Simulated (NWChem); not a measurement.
# One shape, several levels: CH3B2Br (SMILES BrC1BB1)

We compute a comparison of 3 runs (HF/STO-3G, HF/3-21G, B3LYP/6-31G*) of CH3B2Br. 

The results are computed with NWChem 7.3.0.

**1. Starting point**

CH3B2Br: 7 atoms, total charge 0, spin state singlet. SMILES: `BrC1BB1`. The shape is that of a PBE0-D4/def2-TZVP optimisation.

Bond lengths: Br1–C2 1.896 Å, C2–B3 1.445 Å, C2–B4 1.604 Å, B3–B4 1.560 Å, C2–H5 1.154 Å, B3–H6 1.178 Å, B4–H7 1.187 Å. Some angles: Br1–C2–B3 141.4°, Br1–C2–B4 157.3°, B3–C2–B4 61.3°, C2–B3–B4 64.4°, C2–B4–B3 54.3°, Br1–C2–H5 98.5°, B3–C2–H5 120.1°, B4–C2–H5 58.8°, C2–B3–H6 140.1°, B4–B3–H6 155.5°.

**2. Energy and forces at HF/STO-3G (run 1)**

job.xyz

```xyz
7
CH3B2Br gradient
Br    -2.218900    -1.008100    -0.537700
C     -0.548400    -0.233600    -0.085800
B      0.110800     0.489700     0.976800
B      0.987200     0.189600    -0.278500
H      0.027700    -0.495600    -1.050400
H     -0.112900     0.921700     2.050200
H      1.815700     0.068500    -1.120300
```

run.py

```python
from ase.io import read
from ase.calculators.nwchem import NWChem

system = read('job.xyz')

calc = NWChem(
    label='job',
    theory='scf',
    memory='2200 mb',
    basis='STO-3G',
    basispar='spherical bse',
    scf={'nopen': '0', 'rhf': None, 'thresh': '1e-08', 'maxiter': '80'},
)
system.calc = calc

forces = system.get_forces()
e = system.get_potential_energy()
print(f"E = {e:.6f} eV")
print("forces (eV/A):")
for s, f in zip(system.symbols, forces):
    print(f"{s:2s} {f[0]:10.5f} {f[1]:10.5f} {f[2]:10.5f}")
print("dipole (e A):", system.get_dipole_moment().round(4))
```

Command:

```sh
$ export ASE_NWCHEM_COMMAND="nwchem PREFIX.nwi > PREFIX.nwo"
$ python run.py
```

The log of the run:

```text
E = -71631.528549 eV
forces (eV/A):
Br    0.23325    0.20085    0.25937
C    -0.80769    0.09256    0.77308
B     0.31815   -0.55397   -1.40110
B     0.66309    0.55628    0.71508
H    -0.03368   -0.08068   -0.15257
H     0.25696   -0.43904   -1.11123
H    -0.63007    0.22399    0.91732
dipole (e A): [ 0.1752 -0.0937 -0.3229]
```

The calculator wrote job.nwi:

```
title "job"

permanent_dir job

scratch_dir job

start job

geometry units angstrom nocenter noautosym noautoz
  Br -2.2189000000000001e+00 -1.0081000000000000e+00 -5.3769999999999996e-01
  C  -5.4840000000000000e-01 -2.3360000000000000e-01 -8.5800000000000001e-02
  B  1.1080000000000000e-01 4.8970000000000002e-01 9.7680000000000000e-01
  B  9.8719999999999997e-01 1.8959999999999999e-01 -2.7850000000000003e-01
  H  2.7699999999999999e-02 -4.9559999999999998e-01 -1.0504000000000000e+00
  H  -1.1290000000000000e-01 9.2169999999999996e-01 2.0501999999999998e+00
  H  1.8157000000000001e+00 6.8500000000000005e-02 -1.1203000000000001e+00
end

memory 2200 mb

basis spherical bse noprint
   * library STO-3G
end

scf
  nopen 0
  rhf
  thresh 1e-08
  maxiter 80
end

task scf gradient
```

job.nwo:

```text
Northwest Computational Chemistry Package (NWChem) 7.3.0
             --------------------------------------------------------

           Job information
           ---------------

    nwchem branch   = 7.3.0
    use scalapack   = T
    input           = job.nwi
    prefix          = job.
    data base       = job/job.db
    status          = startup
    nproc           =        1

           Memory information
           ------------------

    heap     =     72089598 doubles =      550.0 Mbytes
    stack    =     72089595 doubles =      550.0 Mbytes
    global   =    144179200 doubles =     1100.0 Mbytes (distinct from heap & stack)
    total    =    288358393 doubles =     2200.0 Mbytes
    verify   = yes
    hardfail = no

[... 142 lines left out ...]
 Convergence threshold     :          1.000E-08
[... 13 lines left out ...]
       Final RHF  results
[... 3 lines left out ...]
      One-electron energy =  -4030.914808274953
[... 1 line left out ...]
 Nuclear repulsion energy =    176.654669902386
[... 44 lines left out ...]
                       ROHF Final Molecular Orbital Analysis
[... 209 lines left out ...]
                 ----------------------------------------
                 |  Time  |  1-e(secs)   |  2-e(secs)   |
                 ----------------------------------------
                 |  CPU   |       0.00   |       0.57   |
                 ----------------------------------------
                 |  WALL  |       0.00   |       0.57   |
                 ----------------------------------------

 Task  times  cpu:        2.9s     wall:        2.9s
 Total times  cpu:        2.9s     wall:        2.9s
```

It took 3.9 s on 1 thread of Intel Xeon 6975P-C (Granite Rapids), shared host; peak memory 0.099 GiB.

**3. Energy and gradient at HF/3-21G (run 2)**

run.py

```python
from ase import Atoms
from ase.calculators.nwchem import NWChem

mol = Atoms(['Br', 'C', 'B', 'B', 'H', 'H', 'H'], positions=[
    [-2.218900, -1.008100, -0.537700],
    [-0.548400, -0.233600, -0.085800],
    [0.110800, 0.489700, 0.976800],
    [0.987200, 0.189600, -0.278500],
    [0.027700, -0.495600, -1.050400],
    [-0.112900, 0.921700, 2.050200],
    [1.815700, 0.068500, -1.120300],
])

calc = NWChem(
    label='ch3b2br',
    theory='scf',
    memory='2200 mb',
    basis='3-21G',
    basispar='spherical bse',
    scf={'nopen': '0', 'rhf': None, 'thresh': '1e-08', 'maxiter': '80'},
)
mol.calc = calc

forces = mol.get_forces()
print(f"energy = {mol.get_potential_energy():.6f} eV")
print("forces (eV/A):")
for s, f in zip(mol.symbols, forces):
    print(f"{s:2s} {f[0]:10.5f} {f[1]:10.5f} {f[2]:10.5f}")
print("dipole (e A):", mol.get_dipole_moment().round(4))
```

Command:

```sh
$ export ASE_NWCHEM_COMMAND="nwchem PREFIX.nwi > PREFIX.nwo"
$ python run.py
```

The log of the run:

```text
energy = -72066.673813 eV
forces (eV/A):
Br   -0.84332   -0.26138    0.04566
C    -0.15648   -0.41801   -0.77370
B    -0.05492    0.21356    0.48820
B     1.60679    0.34715   -0.39970
H    -0.39364    0.14691    0.58883
H     0.02221   -0.12398   -0.27799
H    -0.18059    0.09585    0.32874
dipole (e A): [ 0.1731 -0.0902 -0.3137]
```

The calculator wrote ch3b2br.nwi:

```
title "ch3b2br"

permanent_dir ch3b2br

scratch_dir ch3b2br

start ch3b2br

geometry units angstrom nocenter noautosym noautoz
  Br -2.2189000000000001e+00 -1.0081000000000000e+00 -5.3769999999999996e-01
  C  -5.4840000000000000e-01 -2.3360000000000000e-01 -8.5800000000000001e-02
  B  1.1080000000000000e-01 4.8970000000000002e-01 9.7680000000000000e-01
  B  9.8719999999999997e-01 1.8959999999999999e-01 -2.7850000000000003e-01
  H  2.7699999999999999e-02 -4.9559999999999998e-01 -1.0504000000000000e+00
  H  -1.1290000000000000e-01 9.2169999999999996e-01 2.0501999999999998e+00
  H  1.8157000000000001e+00 6.8500000000000005e-02 -1.1203000000000001e+00
end

memory 2200 mb

basis spherical bse noprint
   * library 3-21G
end

scf
  nopen 0
  rhf
  thresh 1e-08
  maxiter 80
end

task scf gradient
```

ch3b2br.nwo:

```text
Northwest Computational Chemistry Package (NWChem) 7.3.0
             --------------------------------------------------------

           Job information
           ---------------

    nwchem branch   = 7.3.0
    use scalapack   = T
    input           = ch3b2br.nwi
    prefix          = ch3b2br.
    data base       = ch3b2br/ch3b2br.db
    status          = startup
    nproc           =        1

           Memory information
           ------------------

    heap     =     72089598 doubles =      550.0 Mbytes
    stack    =     72089595 doubles =      550.0 Mbytes
    global   =    144179200 doubles =     1100.0 Mbytes (distinct from heap & stack)
    total    =    288358393 doubles =     2200.0 Mbytes
    verify   = yes
    hardfail = no

[... 142 lines left out ...]
 Convergence threshold     :          1.000E-08
[... 13 lines left out ...]
       Final RHF  results
[... 3 lines left out ...]
      One-electron energy =  -4038.702933909605
[... 1 line left out ...]
 Nuclear repulsion energy =    176.654669902386
[... 45 lines left out ...]
                       ROHF Final Molecular Orbital Analysis
[... 220 lines left out ...]
                 ----------------------------------------
                 |  Time  |  1-e(secs)   |  2-e(secs)   |
                 ----------------------------------------
                 |  CPU   |       0.00   |       0.70   |
                 ----------------------------------------
                 |  WALL  |       0.00   |       0.70   |
                 ----------------------------------------

 Task  times  cpu:        3.1s     wall:        3.1s
 Total times  cpu:        3.1s     wall:        3.1s
```

Run time: 4.2 s. Hardware: 1 thread of Intel Xeon 6975P-C (Granite Rapids), shared host; peak memory 0.097 GiB.

**4. Energy and gradient at B3LYP/6-31G(d) (Cartesian functions) (run 3)**

mymol.nw

```
start mymol
memory stack 880 mb heap 220 mb global 1100 mb

geometry noautosym nocenter noautoz
  Br      -2.218900      -1.008100      -0.537700
  C       -0.548400      -0.233600      -0.085800
  B        0.110800       0.489700       0.976800
  B        0.987200       0.189600      -0.278500
  H        0.027700      -0.495600      -1.050400
  H       -0.112900       0.921700       2.050200
  H        1.815700       0.068500      -1.120300
end

basis cartesian
  * library 6-31G*
end

dft
  xc b3lyp
  mult 1
  grid xfine
  convergence energy 1e-08
  maxiter 100
  mulliken
  print medium
end

task dft gradient
```

Command:

```sh
$ nwchem mymol.nw > mymol.out
```

The log of the run:

```text
[...]
          Wavefunction type:  closed shell.
          No. of atoms     :     7
          No. of electrons :    54
[...]
          Charge           :     0
          Spin multiplicity:     1
[...]
          AO basis - number of functions:    86
[...]
              XC Information
              --------------
                         B3LYP Method XC Potential
                     Hartree-Fock (Exact) Exchange  0.200
                        Slater Exchange Functional  0.800 local
                    Becke 1988 Exchange Functional  0.720 non-local
              Lee-Yang-Parr Correlation Functional  0.810
                  VWN I RPA Correlation Functional  0.190 local
[...]
 d= 0,ls=0.0,diis     1  -2663.3328527005 -2.84D+03  1.17D-02  1.65D+00     2.6
[...]
 d= 0,ls=0.0,diis    10  -2663.4017418581 -2.75D-09  8.62D-07  8.88D-09    21.4
         Total DFT energy =    -2663.401741858069
      One electron energy =    -4050.990124537930
           Coulomb energy =     1316.870475778435
    Exchange-Corr. energy =     -105.936763000960
 Nuclear repulsion energy =      176.654669902386
[...]
      Total Density - Mulliken Population Analysis
     ---------------------------------------------
    Atom       Charge   Shell Charges
 -----------   ------   -------------------------------------------------------
    1 Br  35    35.02   2.00  1.99  6.00  1.93  5.99  1.63  3.78  0.34  1.25  7.02  2.95  0.14
    2 C    6     6.26   1.99  0.71  2.00  0.62  0.91  0.02
    3 B    5     5.02   1.99  0.54  1.55  0.36  0.52  0.06
    4 B    5     5.01   1.99  0.59  1.42  0.48  0.45  0.08
    5 H    1     0.76   0.52  0.24
    6 H    1     0.97   0.51  0.46
    7 H    1     0.96   0.51  0.45
[...]
  wavefunction    = closed shell
                         DFT ENERGY GRADIENTS
    atom               coordinates                        gradient
                 x          y          z           x          y          z
   1 Br     -4.193113  -1.905033  -1.016106    0.012139   0.005292   0.002584
   2 C      -1.036326  -0.441440  -0.162138   -0.005459  -0.000771   0.002251
   3 B       0.209382   0.925399   1.845884   -0.001067  -0.001819  -0.003053
   4 B       1.865537   0.358292  -0.526289   -0.007106  -0.002017   0.000718
   5 H       0.052345  -0.936548  -1.984968    0.001427  -0.000505  -0.002093
   6 H      -0.213350   1.741760   3.874316   -0.000028  -0.000154  -0.000316
   7 H       3.431175   0.129446  -2.117060    0.000095  -0.000027  -0.000091
[...]
```

Wall time 28 s (1 thread of Intel Xeon 6975P-C (Granite Rapids), shared host); peak memory 0.14 GiB.

**5. Overview of the runs**

```tsv
run	level	Cartesian functions	iteration cap	energy (Eh)	dipole moment (D)	HOMO energy (eV)	LUMO energy (eV)	wall time
1	HF/STO-3G	no	80	-2632.410142	1.82	-7.91	6.85	3.9 s
2	HF/3-21G	no	80	-2648.401436	1.77	-9.98	2.88	4.2 s
3	B3LYP/6-31G* (Cartesian functions)	yes	100	-2663.401742	1.44	-7.39	-0.99	28 s
```

**6. Results**

| quantity | value |
| --- | --- |
| run 3: total energy | -2663.40174 Eh |
| run 3: dipole moment | 1.44 D |
| run 3: HOMO energy | -7.39 eV |
| run 3: LUMO energy | -0.99 eV |
| run 3: HOMO–LUMO gap | 6.41 eV |
| run 3: largest force on an atom | 0.694 eV/Å |

The dipole moment (its size) runs from 1.44 D (B3LYP/6-31G*) to 1.82 D (HF/STO-3G). The two ends differ in method and basis. The HOMO–LUMO gap runs from 6.41 eV (B3LYP/6-31G*) to 14.75 eV (HF/STO-3G). In run 1 the basis is minimal, so the values are rough. All runs together took 36 s, the longest 28 s.
